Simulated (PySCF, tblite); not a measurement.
# H₈NO₂Si₃ radical, a small gas-phase stand-in for a defect centre (Si site with back bonds [SiH3], [SiH3], N): EPR parameters

What EPR parameters should one expect for `N[Si]([SiH3])([SiH3])O[O]`? It is drawn as: peroxy radical.

Programs: tblite 0.8.0 and PySCF 2.14.0. All values are calculated, for the isolated system unless a continuum is named. Atoms count from 0, parts from 1.

## (1) Starting point

14 atoms, charge 0, multiplicity 2; geometry: distance geometry start.

## (2) Relaxing the cluster with GFN2-xTB

The job: settings as JSON, then the geometry in Å.

```
{"job": {"kind": "relax", "xc": "GFN2-xTB", "basis": "xTB"}, "charge": 0, "multiplicity": 2}
Si     0.089362     0.531327     0.012330
Si    -1.736387    -0.741900     0.030594
Si     1.830676    -0.882331     0.218631
N      0.212475     1.581700    -1.451626
O      0.162449     1.617634     1.342400
O     -0.124936     0.865462     2.402228
H     -2.679632    -0.147119    -0.903638
H     -1.349286    -2.069314    -0.444014
H     -2.256404    -0.857406     1.400705
H      2.403473    -0.824736     1.550069
H      1.313032    -2.278897     0.062917
H      2.802123    -0.525966    -0.797892
H     -0.205110     2.496826    -1.156007
H     -0.372485     1.218375    -2.229220
```

Method: GFN2-xTB geometry optimisation, gas phase.

Launch:

```bash
> OMP_NUM_THREADS=1 python cluster_run.py task.json out
```

This one command runs all jobs of the session in turn.

Log:

```text
step      E/eV     max force
  0    -549.44551    3.043
  1    -549.73845    1.336
  2    -549.81929    0.593
  3    -549.83715    0.534
  4    -549.92477    0.624
  5    -549.94266    0.389
  6    -549.95841    0.310
  7    -549.97051    0.357
  8    -549.98602    0.310
  9    -550.00188    0.311
 10    -550.01719    0.300
 11    -550.03060    0.364
 12    -550.04433    0.564
 13    -550.10279    1.236
 14    -550.03509    1.967
 15    -550.16275    1.109
 16    -550.21092    1.055
 17    -550.31612    0.958
 18    -550.43289    0.696
 19    -550.46240    0.479
 20    -550.49197    0.499
 21    -550.50941    0.331
 22    -550.51913    0.217
 23    -550.52345    0.216
 24    -550.52825    0.176
 25    -550.53382    0.240
 26    -550.54273    0.320
 27    -550.55354    0.414
 28    -550.56706    0.449
 29    -550.58680    0.426
 30    -550.61612    0.563
 31    -550.64613    0.486
 32    -550.66555    0.286
 33    -550.67250    0.489
 34    -550.68083    0.300
 35    -550.68849    0.309
 36    -550.71629    0.964
 37    -550.73434    0.385
 38    -550.74732    0.287
 39    -550.76017    0.577
 40    -550.76460    0.164
 41    -550.76800    0.155
 42    -550.77509    0.340
 43    -550.78256    0.331
 44    -550.78900    0.176
 45    -550.79393    0.201
 46    -550.79867    0.287
 47    -550.80247    0.172
 48    -550.80658    0.267
 49    -550.81071    0.220
 50    -550.81607    0.196
 51    -550.81976    0.172
 52    -550.82436    0.185
 53    -550.82777    0.155
 54    -550.83115    0.151
 55    -550.83470    0.143
 56    -550.83920    0.170
 57    -550.84461    0.200
 58    -550.84929    0.211
 59    -550.85163    0.105
 60    -550.85230    0.054
 61    -550.85258    0.049
 62    -550.85282    0.055
 63    -550.85335    0.080
 64    -550.85416    0.135
 65    -550.85541    0.163
 66    -550.85650    0.121
 67    -550.85710    0.069
 68    -550.85743    0.065
 69    -550.85781    0.069
 70    -550.85848    0.117
 71    -550.85938    0.131
 72    -550.86010    0.087
 73    -550.86047    0.038
 74    -550.86063    0.053
 75    -550.86081    0.042
 76    -550.86117    0.054
 77    -550.86175    0.059
 78    -550.86201    0.059
 79    -550.86212    0.023
 80    -550.86218    0.023
 81    -550.86225    0.030
 82    -550.86235    0.044
 83    -550.86253    0.062
 84    -550.86275    0.056
 85    -550.86296    0.033
 86    -550.86311    0.028
 87    -550.86319    0.026
 88    -550.86326    0.033
 89    -550.86336    0.032
 90    -550.86352    0.038
 91    -550.86372    0.041
 92    -550.86392    0.034
 93    -550.86408    0.031
 94    -550.86419    0.026
 95    -550.86426    0.021
 96    -550.86433    0.021
 97    -550.86442    0.025
 98    -550.86455    0.031
 99    -550.86469    0.032
100    -550.86485    0.030
101    -550.86506    0.043
102    -550.86540    0.055
103    -550.86586    0.049
104    -550.86633    0.044
105    -550.86667    0.044
106    -550.86694    0.055
107    -550.86723    0.093
108    -550.86786    0.078
109    -550.86927    0.097
110    -550.87095    0.131
111    -550.87074    0.152
112    -550.87209    0.064
113    -550.87252    0.054
114    -550.87296    0.064
115    -550.87337    0.048
116    -550.87366    0.050
117    -550.87401    0.041
118    -550.87450    0.063
119    -550.87506    0.063
120    -550.87525    0.070
121    -550.87578    0.042
122    -550.87607    0.030
123    -550.87652    0.048
124    -550.87679    0.082
125    -550.87728    0.079
126    -550.87777    0.073
127    -550.87822    0.079
128    -550.87872    0.055
129    -550.87923    0.052
130    -550.87953    0.071
131    -550.87987    0.050
132    -550.88013    0.045
133    -550.88027    0.080
134    -550.88053    0.049
135    -550.88070    0.049
136    -550.88089    0.063
137    -550.88109    0.071
138    -550.88139    0.079
139    -550.88182    0.070
140    -550.88235    0.054
141    -550.88286    0.063
142    -550.88326    0.078
143    -550.88289    0.103
144    -550.88379    0.042
145    -550.88395    0.070
146    -550.88415    0.048
147    -550.88450    0.038
148    -550.88472    0.040
149    -550.88518    0.038
150    -550.88553    0.036
151    -550.88577    0.032
152    -550.88587    0.033
153    -550.88598    0.036
154    -550.88611    0.035
155    -550.88632    0.021
156    -550.88641    0.024
157    -550.88654    0.024
158    -550.88662    0.022
159    -550.88669    0.019
160    -550.88672    0.012
161    -550.88675    0.010
162    -550.88676    0.010
163    -550.88678    0.010
164    -550.88680    0.010
165    -550.88682    0.010
166    -550.88683    0.008
167    -550.88684    0.006
```

It took 2.8 s on 1 thread of Arm Neoverse V2, shared host.

Relaxation path:

| step | energy from step 0 (eV) | largest force (eV/Å) |
| --- | --- | --- |
| 0 | 0.0000 | 3.0431 |
| 7 | -0.5250 | 0.3571 |
| 14 | -0.5896 | 1.9676 |
| 21 | -1.0639 | 0.3309 |
| 28 | -1.1215 | 0.4491 |
| 35 | -1.2430 | 0.3083 |
| 42 | -1.3296 | 0.3397 |
| 49 | -1.3652 | 0.2201 |
| 56 | -1.3937 | 0.1705 |
| 63 | -1.4078 | 0.0795 |
| 70 | -1.4130 | 0.1172 |
| 77 | -1.4162 | 0.0588 |
| 84 | -1.4172 | 0.0563 |
| 91 | -1.4182 | 0.0405 |
| 98 | -1.4190 | 0.0311 |
| 105 | -1.4212 | 0.0449 |
| 112 | -1.4266 | 0.0637 |
| 119 | -1.4295 | 0.0633 |
| 126 | -1.4323 | 0.0726 |
| 133 | -1.4348 | 0.0799 |
| 140 | -1.4368 | 0.0530 |
| 147 | -1.4390 | 0.0375 |
| 154 | -1.4406 | 0.0352 |
| 161 | -1.4412 | 0.0097 |
| 167 | -1.4413 | 0.0064 |

Distances of close pairs at the start and the end, largest changes first:

| bond | before (Å) | after (Å) | change (Å) |
| --- | --- | --- | --- |
| Si0–O5 | 2.423 | 1.646 | -0.777 |
| Si0–Si1 | 2.226 | 2.477 | +0.251 |
| O4–O5 | 1.331 | 1.452 | +0.121 |
| Si0–Si2 | 2.252 | 2.337 | +0.084 |
| Si0–N3 | 1.806 | 1.730 | -0.076 |
| N3–H12 | 1.048 | 1.007 | -0.042 |
| Si0–O4 | 1.719 | 1.680 | -0.039 |
| N3–H13 | 1.039 | 1.004 | -0.035 |

Bonds that formed: Si0–O5.

## (3) Geometry optimisation at PBE0-D3(BJ)/def2-SVP

The job: settings as JSON, then the geometry in Å.

```
{"job": {"xc": "PBE0", "basis": "def2-SVP", "d3": "d3bj", "grid": 2, "kind": "geom", "shake": 0.01}, "charge": 0, "multiplicity": 2}
Si     0.130453     0.683793     0.264089
Si    -1.820371    -0.836625     0.025666
Si     1.794860    -0.882168     0.416535
N     -0.239730     1.484775    -1.243000
O      0.834415     1.897920     1.179164
O     -0.467288     1.432009     1.622772
H     -3.096258    -0.160746    -0.059664
H     -1.537750    -1.569764    -1.214015
H     -1.788136    -1.745780     1.182836
H      2.314417    -1.050952     1.795424
H      1.241910    -2.160040    -0.027148
H      2.946687    -0.521883    -0.434054
H     -0.011440     2.444696    -1.400627
H     -0.308244     0.970156    -2.093568
```

Log:

```text
step   0  E = -1077.35349386  max force = 0.044295
step   1  E = -1077.36535110  max force = 0.007948
step   2  E = -1077.36633260  max force = 0.007178
step   3  E = -1077.36748495  max force = 0.005697
step   4  E = -1077.36829239  max force = 0.006930
step   5  E = -1077.36910730  max force = 0.007859
step   6  E = -1077.36958843  max force = 0.006750
step   7  E = -1077.36992092  max force = 0.003317
step   8  E = -1077.37017419  max force = 0.001368
step   9  E = -1077.37037503  max force = 0.001325
step  10  E = -1077.37048970  max force = 0.001646
step  11  E = -1077.37056004  max force = 0.001223
step  12  E = -1077.37062250  max force = 0.001418
step  13  E = -1077.37067413  max force = 0.001575
step  14  E = -1077.37071531  max force = 0.001387
step  15  E = -1077.37075167  max force = 0.000939
step  16  E = -1077.37079252  max force = 0.000694
step  17  E = -1077.37083123  max force = 0.000830
step  18  E = -1077.37086068  max force = 0.000773
step  19  E = -1077.37087650  max force = 0.000610
step  20  E = -1077.37088280  max force = 0.000341
optimisation converged
```

Run time: 7.3 min. Hardware: 1 thread of Arm Neoverse V2, shared host; peak memory 0.72 GiB.

The steps of the relaxation:

| step | energy from step 0 (eV) | largest force component (eV/Å) |
| --- | --- | --- |
| 0 | 0.0000 | 2.2777 |
| 1 | -0.3227 | 0.4087 |
| 2 | -0.3494 | 0.3691 |
| 3 | -0.3807 | 0.2930 |
| 4 | -0.4027 | 0.3564 |
| 5 | -0.4249 | 0.4041 |
| 6 | -0.4380 | 0.3471 |
| 7 | -0.4470 | 0.1706 |
| 8 | -0.4539 | 0.0703 |
| 9 | -0.4594 | 0.0681 |
| 10 | -0.4625 | 0.0846 |
| 11 | -0.4644 | 0.0629 |
| 12 | -0.4661 | 0.0729 |
| 13 | -0.4675 | 0.0810 |
| 14 | -0.4686 | 0.0713 |
| 15 | -0.4696 | 0.0483 |
| 16 | -0.4707 | 0.0357 |
| 17 | -0.4718 | 0.0427 |
| 18 | -0.4726 | 0.0397 |
| 19 | -0.4730 | 0.0314 |
| 20 | -0.4732 | 0.0175 |

Close pairs (by a distance rule), those that changed most:

| bond | before (Å) | after (Å) | change (Å) |
| --- | --- | --- | --- |
| Si0–Si2 | 2.290 | 2.442 | +0.152 |
| Si0–Si1 | 2.485 | 2.389 | -0.096 |
| Si0–O4 | 1.675 | 1.748 | +0.073 |
| Si0–O5 | 1.662 | 1.713 | +0.050 |
| Si1–H6 | 1.446 | 1.495 | +0.048 |
| Si0–N3 | 1.746 | 1.703 | -0.044 |
| Si2–H10 | 1.461 | 1.498 | +0.037 |
| O4–O5 | 1.452 | 1.481 | +0.029 |

The next job starts from the end point, and lists it.

| at the end point | value |
| --- | --- |
| point group (found at 0.08 Å tolerance) | C1 |
| rotational constants (GHz, main isotopes) | 1.824, 1.604, 1.231 |
| dipole moment (D) | 3.69 |
| ⟨S²⟩ | 0.756 |

## (4) g tensor and hyperfine couplings: B3LYP/IGLO-III+pcH-1

The job: settings as JSON, then the geometry in Å.

```
{"job": {"kind": "epr"}, "charge": 0, "multiplicity": 2}
Si    -0.052756     0.769835     0.056394
Si    -1.726240    -0.922960     0.262117
Si     1.732630    -0.864083     0.384474
N     -0.145907     1.472055    -1.491792
O      1.010722     1.739713     1.048379
O     -0.417044     1.709458     1.441052
H     -3.063819    -0.303250     0.508133
H     -1.751241    -1.710986    -1.010033
H     -1.353713    -1.821631     1.393201
H      1.700603    -1.248841     1.824042
H      1.464224    -2.069777    -0.463553
H      3.034483    -0.246716     0.000492
H      0.266898     2.376870    -1.688051
H     -0.704927     1.105272    -2.250495
```

With the program's defaults for keys left out, this is: UKS B3LYP, IGLO-III on N O Si, pcH-1 on H, non-relativistic, mean-field spin-orbit, GIAO.

Log:

```text
UKS, coarse grid
  cycle   1  E = -1078.43940782  |g| = 5.88e-01
  cycle   2  E = -1077.67044906  |g| = 1.40e+00
  cycle   3  E = -1078.56367269  |g| = 2.22e-01
  cycle   4  E = -1078.58075038  |g| = 1.33e-01
  cycle   5  E = -1078.58743426  |g| = 3.81e-02
  cycle   6  E = -1078.58797537  |g| = 2.32e-02
  cycle   7  E = -1078.58813562  |g| = 1.29e-02
  cycle   8  E = -1078.58821439  |g| = 2.44e-03
  cycle   9  E = -1078.58822067  |g| = 7.67e-04
UKS, final grid
  cycle   1  E = -1078.58820349  |g| = 1.09e-03
  cycle   2  E = -1078.58820162  |g| = 2.61e-03
  cycle   3  E = -1078.58820409  |g| = 3.90e-04
  cycle   4  E = -1078.58820417  |g| = 1.50e-04
  cycle   5  E = -1078.58820419  |g| = 1.23e-04
  cycle   6  E = -1078.58820421  |g| = 3.71e-05
  cycle   7  E = -1078.58820421  |g| = 1.42e-05
E = -1078.58820421 Eh   <S^2> = 0.7550 (exact 0.7500)
g shifts (ppm)      1          2          3
  rmc          -236       -236       -236
  gc             52         83         54
  oz_so        -186       2712       7789
  total        -370       2560       7607
hyperfine (MHz)  atom isotope    a_iso     a_fc   dipolar eigenvalues
    0  29Si      78.67      78.69    -15.54      6.09      9.44
    1  29Si    -160.76    -161.08    -47.89     23.01     24.88
    2  29Si    -214.31    -214.75    -71.37     34.97     36.40
    3   14N       0.90       0.90     -3.46     -3.38      6.84
    4   17O     -27.08     -26.42    -89.85     42.68     47.17
    5   17O      -5.94      -5.47    -42.75     18.83     23.92
    6    1H      42.68      42.67     -3.23      0.14      3.08
    7    1H      15.54      15.54     -3.00     -0.34      3.35
    8    1H      -8.46      -8.46     -2.92     -0.83      3.74
    9    1H       4.10       4.09     -3.91     -0.79      4.69
   10    1H      34.88      34.87     -4.18     -0.08      4.26
   11    1H      13.84      13.83     -4.03     -0.55      4.58
   12    1H      -2.83      -2.83     -3.31     -2.28      5.59
   13    1H      -1.91      -1.91     -3.35     -2.56      5.91
```

Wall time 2.1 min (1 thread of Arm Neoverse V2, shared host); peak memory 1.3 GiB.

Principal g values 2.00195, 2.00488, 2.00993; g(iso) = 2.00558, against 2.00232 for a free electron.

Hyperfine couplings, nucleus by nucleus at this fixed geometry (no averaging over rotations):

| nuclei | isotope | a(iso) (MHz) | a(iso) (G, at g = 2.0023) | largest dipolar term (MHz) |
| --- | --- | --- | --- | --- |
| Si2 | 29Si | -214.3 | -76.5 | -71.4 |
| Si1 | 29Si | -160.8 | -57.4 | -47.9 |
| Si0 | 29Si | 78.7 | 28.1 | -15.5 |
| H6 | 1H | 42.7 | 15.2 | -3.2 |
| H10 | 1H | 34.9 | 12.4 | 4.3 |
| O4 | 17O | -27.1 | -9.7 | -89.9 |
| H7 | 1H | 15.5 | 5.5 | 3.3 |
| H11 | 1H | 13.8 | 4.9 | 4.6 |
| H8 | 1H | -8.5 | -3.0 | 3.7 |
| O5 | 17O | -5.9 | -2.1 | -42.8 |
| H9 | 1H | 4.1 | 1.5 | 4.7 |
| H12 | 1H | -2.8 | -1.0 | 5.6 |
| H13 | 1H | -1.9 | -0.7 | 5.9 |
| N3 | 14N | 0.9 | 0.3 | 6.8 |

Mulliken spin populations:

Si0 0.12; Si1 0.17; Si2 0.27; N3 0.06; O4 0.23; O5 0.10; H6 0.02; H7 0.01; H8 0.00; H9 0.00; H10 0.02; H11 0.01; H12 0.00; H13 0.00

In first order the couplings over 0.8 MHz of 1H, 14N give 752 distinct lines over 45.0 G.

## (5) EPR parameters: BHandHLYP/IGLO-III+pcH-1

Settings changed since step 4:

```diff
@@ -1,2 +1,2 @@
-{"job": {"kind": "epr"}, "charge": 0, "multiplicity": 2}
+{"job": {"kind": "epr", "xc": "BHandHLYP"}, "charge": 0, "multiplicity": 2}
 Si    -0.052756     0.769835     0.056394
```

Method: UKS BHandHLYP, IGLO-III on N O Si, pcH-1 on H, non-relativistic, mean-field spin-orbit, GIAO.

Log:

```text
UKS, coarse grid
  cycle   1  E = -1078.26757087  |g| = 4.90e-01
  cycle   2  E = -1078.17561678  |g| = 7.08e-01
  cycle   3  E = -1078.38286762  |g| = 8.60e-02
  cycle   4  E = -1078.38557619  |g| = 4.85e-02
  cycle   5  E = -1078.38656900  |g| = 1.66e-02
  cycle   6  E = -1078.38671841  |g| = 1.06e-02
  cycle   7  E = -1078.38678263  |g| = 3.90e-03
  cycle   8  E = -1078.38681735  |g| = 1.85e-03
  cycle   9  E = -1078.38682562  |g| = 1.03e-03
  cycle  10  E = -1078.38682765  |g| = 4.97e-04
UKS, final grid
  cycle   1  E = -1078.38681639  |g| = 3.83e-04
  cycle   2  E = -1078.38681664  |g| = 4.92e-04
  cycle   3  E = -1078.38681677  |g| = 2.23e-04
  cycle   4  E = -1078.38681699  |g| = 2.32e-04
  cycle   5  E = -1078.38681711  |g| = 6.84e-05
  cycle   6  E = -1078.38681712  |g| = 2.85e-05
E = -1078.38681712 Eh   <S^2> = 0.7618 (exact 0.7500)
g shifts (ppm)      1          2          3
  rmc          -233       -233       -233
  gc             63         73         60
  oz_so        -228       2399       5721
  total        -398       2240       5549
hyperfine (MHz)  atom isotope    a_iso     a_fc   dipolar eigenvalues
    0  29Si     133.13     133.23    -17.89      5.04     12.86
    1  29Si    -184.64    -184.99    -53.54     25.38     28.16
    2  29Si    -256.47    -256.99    -85.01     41.57     43.44
    3   14N       1.16       1.16     -2.96     -2.93      5.90
    4   17O     -36.54     -35.97    -86.14     39.95     46.19
    5   17O      -7.28      -6.90    -34.87     13.44     21.43
    6    1H      49.02      49.01     -3.32      0.18      3.14
    7    1H      14.77      14.76     -3.10     -0.42      3.52
    8    1H      -9.87      -9.88     -3.10     -0.84      3.94
    9    1H       6.31       6.31     -4.30     -0.86      5.16
   10    1H      40.08      40.07     -4.59     -0.04      4.64
   11    1H      18.73      18.72     -4.47     -0.55      5.02
   12    1H      -3.94      -3.95     -2.98     -2.22      5.20
   13    1H      -2.73      -2.74     -2.87     -2.37      5.24
```

It took 2.2 min on 1 thread of Arm Neoverse V2, shared host; peak memory 1.2 GiB.

In short: g(iso) 2.00478.

## (6) Comparing the runs: EPR parameters

g, ⟨S²⟩ and isotropic hyperfine couplings (MHz), with basis size and wall time:

| run | g(iso) | ⟨S²⟩ | 29Si Si2 | 29Si Si1 | 29Si Si0 | 1H H6 | 1H H10 | functions | time |
| --- | --- | --- | --- | --- | --- | --- | --- | --- | --- |
| B3LYP/IGLO-III+pcH-1 | 2.00558 | 0.755 | -214.3 | -160.8 | 78.7 | 42.7 | 34.9 | 317 | 2.1 min |
| BHandHLYP/IGLO-III+pcH-1 | 2.00478 | 0.762 | -256.5 | -184.6 | 133.1 | 49.0 | 40.1 | 317 | 2.2 min |

## (7) Outcome

```
                            quantity                    value
                         point group                       C1
rotational constants (main isotopes)     1.82, 1.60, 1.23 GHz
                      g(iso) (B3LYP)                  2.00558
                                ⟨S²⟩       0.755 (exact 0.75)
                      largest a(iso)  29Si on Si2, -214.3 MHz
```

What this shows: New bonds formed on relaxing, so the results belong to the rearranged structure. The start of the PBE0/def2-SVP relaxation was shaken at random by about 0.01 Å, so part of the energy gained, and of the first lengths quoted, undoes that. Relaxing lowered the energy by 0.473 eV in 20 steps; the close pair that moved most is Si0–Si2, from 2.290 to 2.442 Å (PBE0/def2-SVP). No frequency check was run at this level, so the end point may be a saddle. The largest spin populations lie on Si2 (0.27 e), O4 (0.23 e). The isotropic g lies 3.3 ppt above the free-electron value. The coupling of 29Si on Si2 runs from -256.5 (BHandHLYP/IGLO-III+pcH-1) to -214.3 MHz (B3LYP/IGLO-III+pcH-1). A capped cluster stands for the solid here, so long-range fields and strain are missing, and bands or shifts of the capping hydrogens have no counterpart in it.
